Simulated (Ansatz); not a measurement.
# GeI2F2: how energies converge with the basis set

One table from this session's results is given with a row withheld; the runs are named, their logs left out.

Computed with Ansatz 0.2.0, Gaussian basis. Level: one geometry, several basis sets.

The runs, in order: PBE0-D4/def2-SVP; ωB97M-V/def2-SVP; PBE0-D4/def2-QZVPP; ωB97M-V/def2-QZVPP; the functionals' def2-TZVPP values are taken from earlier runs.

**Structure used throughout**

An earlier PBE0-D4 in a triple-zeta def2 set relaxation fixed the geometry. I takes the def2 core potential; no spin-orbit term is included.

SMILES `[F][Ge]([F])([I])[I]`, 5 atoms, charge 0, spin multiplicity 1.

Atoms are counted from 1 here; the program's logs count them from 0.

Bond lengths: F1–Ge2 1.716 Å, Ge2–F3 1.716 Å, Ge2–I4 2.466 Å, Ge2–I5 2.466 Å. Angles: F1–Ge2–F3 104.3°, F1–Ge2–I4 109.0°, F1–Ge2–I5 109.0°, F3–Ge2–I4 109.0°, F3–Ge2–I5 109.0°, I4–Ge2–I5 116.0°.

The first run:

in.yaml reads:

```yaml
crystal:
  periodic: [false, false, false]
  atoms:
    - {symbol: F, position_ang: [0.144188, -0.113430, 1.764351]}
    - {symbol: Ge, position_ang: [0.072331, -0.069488, 0.050025]}
    - {symbol: F, position_ang: [1.295611, -1.163102, -0.453566]}
    - {symbol: I, position_ang: [-2.121036, -0.926807, -0.682823]}
    - {symbol: I, position_ang: [0.658706, 2.199227, -0.719389]}
basis:
  gaussian: {orbitals: def2-SVP}
hamiltonian: {xc: pbe0, dispersion: d4}
output: {orbitals: {seedname: orbitals}}
```

Run with:

```console
$ ansatz run in.yaml --threads 4 --pin off --events-out ev --progress --plain --max-ram 10444MiB
```

Steps of the session up to this table: PBE0-D4 in def2-SVP; ωB97M-V in def2-SVP; PBE0-D4 in def2-QZVPP; ωB97M-V in def2-QZVPP.

One table of the session follows, with a row left open; its other results are not shown here.

It belongs to the step «Density functionals: the series». 

| functional | basis | HOMO (eV) | LUMO (eV) |
| --- | --- | --- | --- |
| PBE0-D4 | def2-SVP | -8.29 | -2.77 |
| PBE0-D4 | def2-TZVPP | -8.32 | -2.77 |
| PBE0-D4 | def2-QZVPP | ? | ? |
| ωB97M-V | def2-SVP | -10.36 | -0.80 |
| ωB97M-V | def2-TZVPP | -10.42 | -0.88 |
| ωB97M-V | def2-QZVPP | -10.44 | -0.92 |

Q: Estimate the row for PBE0-D4, def2-QZVPP from the others.

As computed: HOMO (eV): -8.34; LUMO (eV): -2.80. In the column «HOMO (eV)» it lies between ωB97M-V, def2-SVP (-10.36) and PBE0-D4, def2-TZVPP (-8.32).
